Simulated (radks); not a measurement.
# The Coulomb parameter U of the 4f shell of Dy⁺

One table from this session's results is given with a row withheld; the runs are named, their logs left out.

The numbers are computed with radks (a radial shooting solver on a logarithmic mesh, Libxc functionals) version 1 (scalar-relativistic Kohn-Sham, PBE, spin-unpolarised, spherical densities, point nucleus), except any that are marked as measured or tabulated.

**The system**

- element: dysprosium (Z = 66)
- charge: +1
- electrons: 65
- configuration: [Xe] 4f8.5 6s1 6p1.5

The first run:

Input:

```text
Z 66
configuration [Xe] 4f8.5 6s1 6p1.5
relativity scalar-relativistic
functional pbe,pbe
spin unpolarised
nucleus point
c 137.035999084
```

Among the steps run: Start: [Xe] 4f8.5 6s1 6p1.5.

One table of the session follows, with a row left open; its other results are not shown here.

It belongs to the step «Start: [Xe] 4f8.5 6s1 6p1.5». Radial moments (bohr):

```
level     <r>  outermost maximum (interpolated)  90 % within  nodes
   4s  0.5290                             0.494        0.759      3
   4p  0.5602                             0.515        0.814      2
   4d  0.6063                             0.533        0.910      1
   5s       ?                                 ?            ?      ?
   5p   1.466                              1.29         2.14      3
   4f  0.7871                             0.531         1.33      0
   6s   3.303                              2.96         4.75      5
   6p   4.101                              3.66         5.91      4
```

**Question.** Estimate the row for 5s.

As computed: <r>: 1.264; outermost maximum (interpolated): 1.14; 90 % within: 1.82; nodes: 4. In the column «<r>» it lies between 4f (0.7871) and 5p (1.466).
